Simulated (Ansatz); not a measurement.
From input file to script: CH9GeNSi, SMILES [NH2][GeH2][CH2][SiH3] in Ansatz 0.2.0.

```yaml
crystal:
  periodic: [false, false, false]
  atoms:
    - { symbol: "N", position_ang: [-1.5834, 1.1956, -0.4262] }
    - { symbol: Ge, position_ang: [-1.1755, -0.5399, -0.1152] }
    - { symbol: C, position_ang: [0.703, -0.779, -0.419] }
    - { symbol: Si, position_ang: [1.7673, 0.2912, 0.7925] }
    - { symbol: H, position_ang: [-1.3953, 1.4266, -1.4548] }
    - { symbol: H, position_ang: [-2.6712, 1.317, -0.3561] }
    - { symbol: H, position_ang: [-1.4965, -0.9026, 1.3537] }
    - { symbol: H, position_ang: [-1.9197, -1.4394, -1.0894] }
    - { symbol: H, position_ang: [0.9955, -0.4696, -1.4015] }
    - { symbol: H, position_ang: [1.0018, -1.8449, -0.223] }
    - { symbol: H, position_ang: [1.3395, -0.1055, 2.1937] }
    - { symbol: H, position_ang: [3.1533, 0.0947, 0.5936] }
    - { symbol: H, position_ang: [1.3016, 1.721, 0.5665] }
basis:
  gaussian: { orbitals: cc-pVDZ }
hamiltonian:
  xc: pbe0
```

Launched from the shell:
```console
$ ansatz run input.yaml --threads 1 --pin off --max-ram 4096MiB --backend cpu --events-out ev --progress --plain --runs-dir out
Engine: ansatz 0.2.0, x86_64-unknown-linux-gnu
Functional definition: PBE0
  parameter a = 0.25
  parameter kappa = 0.804
  parameter beta = 0.06672455060314922
  exchange = (1 - a)*pbe_x(kappa = kappa, mu = beta*pi^2/3) + a*exact_x
  correlation = pbe_c(beta = beta)
1167 factors; integrals over basis functions are off by at most 1.3e-3 eV
mean field evaluation 1: about -67046.8310 eV, gradient 6.0e1 eV
mean field evaluation 2: about -67038.1668 eV, gradient 8.1e1 eV
mean field evaluation 4: about -67054.6289 eV, gradient 4.2e0 eV
mean field evaluation 8: about -67054.8067 eV, gradient 1.7e-1 eV
mean field evaluation 16: about -67054.8068 eV, gradient 8.3e-5 eV
mean field -67054.80682669 eV, -2464.2186995005 hartree, gradient 8.3e-5 eV, S^2 0.000000; 0 other end points of the search recorded, 0 dependent functions left out
reference -67054.80685985 eV, -2464.2187007188 hartree; 34, 34 occupied and 84, 84 virtual orbitals, 1167 factors
Total energy: -67054.80685985 eV, -2464.2187007188 hartree
```

`energy_ch9gensi.py`
```python
import argparse
import warnings

import ansatz as az
from ase import Atoms

parser = argparse.ArgumentParser(description='Single point of CH9GeNSi in a Gaussian basis.')
parser.add_argument('--basis-set', required=True, help='basis')
parser.add_argument('--functional', default='PBE0', help='exchange-correlation functional')
args = parser.parse_args()


def main() -> None:
    warnings.simplefilter('ignore', az.DeckWarning)

    atoms = Atoms(['N', 'Ge', 'C', 'Si', 'H', 'H', 'H', 'H', 'H', 'H', 'H', 'H', 'H'], positions=[
        (-1.5834, 1.1956, -0.4262),
        (-1.1755, -0.5399, -0.1152),
        (0.703, -0.779, -0.419),
        (1.7673, 0.2912, 0.7925),
        (-1.3953, 1.4266, -1.4548),
        (-2.6712, 1.317, -0.3561),
        (-1.4965, -0.9026, 1.3537),
        (-1.9197, -1.4394, -1.0894),
        (0.9955, -0.4696, -1.4015),
        (1.0018, -1.8449, -0.223),
        (1.3395, -0.1055, 2.1937),
        (3.1533, 0.0947, 0.5936),
        (1.3016, 1.721, 0.5665),
    ])
    geometry = az.Crystal.molecule_from_ase(atoms)

    base = (
        geometry.calculation()
        .basis(gaussian=args.basis_set)
        .functional(args.functional)
    )
    outcome = base.run(threads=1, backend='cpu')
    data = outcome.report

    for key in ('converged', 'free_energy_ev', 'reference_energy_ev', 'n_frozen', 'n_occupied', 'n_virtual'):
        print(f'{key:22s} {data[key]}')


if __name__ == '__main__':
    main()
```

```console
$ python energy_ch9gensi.py --basis-set cc-pVDZ
converged              True
free_energy_ev         -67054.8068598467
reference_energy_ev    -67054.8068598467
n_frozen               0
n_occupied             [34, 34]
n_virtual              [84, 84]
```

Notes:
- Total energies depend on the basis set; only differences at equal settings carry meaning.
- The geometry is a force-field or estimated start, not a minimum of this method, and the basis set is short of its limit.
- Wall time of the script: 3.5 s on 1 thread of AMD EPYC 9R45 96-Core Processor (Zen 5), on a shared host, peak memory 0.36 GiB.

(A comment or docstring line of the script was reworded after the run, the code is as it ran; lines on the test bed's own set-up are left out of the output.)
